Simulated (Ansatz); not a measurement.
# Sn3Se: the cost of one run

Program: Ansatz 0.2.0. Level of theory: DFT PBEsol, scalar-relativistic, plane waves, PAW. These are calculated values, not measurements.

2 further runs of the same task are left out: 2 that didn't finish.

### Step 1. Starting point

It takes space group Fm-3m (No. 225, cubic). Conventional cell: a = 7.316 Å, b = 7.316 Å, c = 7.316 Å, α = 90.00°, β = 90.00°, γ = 90.00°. Around Sn (site symmetry -43m) lie 4 Sn at 3.17 Å and 4 Se at 3.17 Å. Sn (site symmetry m-3m) is surrounded by 8 Sn at 3.17 Å. Se (site symmetry m-3m) has 8 Sn at 3.17 Å as nearest neighbours.

Structure file:

```xyz
4
Lattice="0.0000 3.6582 3.6582 3.6582 0.0000 3.6582 3.6582 3.6582 0.0000" Properties=species:S:1:pos:R:3 pbc="T T T"
Sn    1.8291    1.8291    1.8291
Sn    5.4873    5.4873    5.4873
Sn    3.6582    3.6582    3.6582
Se    0.0000    0.0000    0.0000
```

It goes back to an entry of the Materials Project, which need not be the stable form.

This cell was relaxed beforehand with the same method: volume 24.48 Å³/atom, gap on the mesh none (metal).

### Step 2. The reference: the undisturbed cell on the scan's mesh

Contents of input.yaml:

```yaml
crystal:
  lattice:
    - [0.0, 3.6581854746, 3.6581854746]
    - [3.6581854746, 0.0, 3.6581854746]
    - [3.6581854746, 3.6581854746, 0.0]
  atoms:
    - { symbol: Sn, position: [0.25, 0.25, 0.25] }
    - { symbol: Sn, position: [0.75, 0.75, 0.75] }
    - { symbol: Sn, position: [0.5, 0.5, 0.5] }
    - { symbol: Se, position: [0.0, 0.0, 0.0] }
basis:
  ecutwfc: 420
kpoints:
  mp_grid: { grid: [12, 12, 12] }
hamiltonian:
  xc: pbesol
scf:
  occupations: { method: gaussian, width: 0.15 }
output:
  forces: true
  stress: true
  eigenvalues: true
  write_density: true
  write_potential: true
  elf: true
  volumetric_format: npy
```

On the command line:

```console
$ ansatz run input.yaml --threads 1 --pin off --max-ram 2560MiB --backend cpu --events-out ev --progress --plain --runs-dir out
```

Q: Estimate wall time and peak memory on 1 thread of Intel Xeon 6975P-C (Granite Rapids), shared host.

About 8.6 s, with a peak of 0.52 GiB.
